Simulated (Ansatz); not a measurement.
# CH5NSn: the cost of one run

Computed with Ansatz 0.2.0, driven from Python. Level of theory: B3LYP/def2-SVP.

### Step 1. Starting point

Bond lengths: C1–N2 1.235 Å, N2–Sn3 2.019 Å, C1–H4 1.077 Å, C1–H5 1.087 Å, Sn3–H6 1.768 Å, Sn3–H7 1.794 Å, Sn3–H8 1.740 Å. Angles: C1–N2–Sn3 119.7°, N2–C1–H4 121.7°, N2–C1–H5 125.4°, H4–C1–H5 112.8°, N2–Sn3–H6 110.5°, N2–Sn3–H7 110.6°, N2–Sn3–H8 111.7°, H6–Sn3–H7 107.7°, H6–Sn3–H8 109.3°, H7–Sn3–H8 107.0°.

The script holds or builds the structure itself.

### Step 2. The script

pa_ch5nsn.py reads:

```python
'''Adding a proton to CH5NSn.'''

import ansatz as az
import numpy as np

geometry_ang = [
    ('C', [-0.995, 0.5253, -1.1869]),
    ('N', [-0.8802, -0.4482, -0.435]),
    ('Sn', [0.6573, -0.5268, 0.8708]),
    ('H', [-1.8052, 0.6036, -1.8925]),
    ('H', [-0.3552, 1.4035, -1.1821]),
    ('H', [0.5786, 0.83, 2.0014]),
    ('H', [2.2247, -0.4244, 0.0051]),
    ('H', [0.667, -2.0201, 1.7635]),
]
geometry = az.Crystal.molecule()
for symbol, xyz in geometry_ang:
    geometry = geometry.atom(symbol, xyz)

job = geometry.calculation()
job = job.basis(gaussian='def2-SVP')
job = job.functional('B3LYP')
symbols = [site.symbol for site in geometry.cartesian_sites]
start = np.array([site.position_ang for site in geometry.cartesian_sites], dtype=float)
summary = job.relax(force_tolerance=0.01).run().report
end = np.array(summary['positions_ang'])

# put the proton on the side away from the neighbours, slightly off axis
away = sum((end[1] - end[j]) / np.linalg.norm(end[1] - end[j]) for j in [0, 2]) + np.array([0.15, 0.1, -0.2])
proton = end[1] + 1.0 * away / np.linalg.norm(away)
acid = az.Crystal.molecule()
for symbol, place in zip(symbols, end):
    acid = acid.atom(symbol, place.tolist())
acid = acid.atom('H', proton.tolist())
protonated = (
    acid.calculation()
    .basis(gaussian='def2-SVP')
    .functional('B3LYP')
    .charge(1)
    .relax(force_tolerance=0.01, max_steps=80)  # relax until the tolerances are met
)
after = protonated.run().report
xyz = np.array(after['positions_ang'])
reach = np.linalg.norm(xyz[:-1] - xyz[-1], axis=1)
print(f'base {summary["free_energy_ev"]:.5f} eV, protonated {after["free_energy_ev"]:.5f} eV')
print(f'the proton ends {reach.min():.3f} A from {symbols[reach.argmin()]}{reach.argmin()}')
print(f'electronic proton affinity {96.485332 * (summary["free_energy_ev"] - after["free_energy_ev"]):.1f} kJ/mol')
```

### Step 3. The calls as engine input

The package turns the script's settings into the engine's input (first run):

```yaml
crystal:
  periodic: [false, false, false]
  atoms:
    - { symbol: C, position_ang: [-0.995, 0.5253, -1.1869] }
    - { symbol: "N", position_ang: [-0.8802, -0.4482, -0.435] }
    - { symbol: Sn, position_ang: [0.6573, -0.5268, 0.8708] }
    - { symbol: H, position_ang: [-1.8052, 0.6036, -1.8925] }
    - { symbol: H, position_ang: [-0.3552, 1.4035, -1.1821] }
    - { symbol: H, position_ang: [0.5786, 0.83, 2.0014] }
    - { symbol: H, position_ang: [2.2247, -0.4244, 0.0051] }
    - { symbol: H, position_ang: [0.667, -2.0201, 1.7635] }
basis:
  gaussian:
    orbitals: def2-SVP
hamiltonian:
  xc: b3lyp
relax:
  f_tol: 0.01
```

### Step 4. Launch

Command:

```bash
python pa_ch5nsn.py
```

Q: Estimate wall time and peak memory on 1 thread of Arm Neoverse V1, shared host.

About 2.2 min, with a peak of 0.24 GiB.
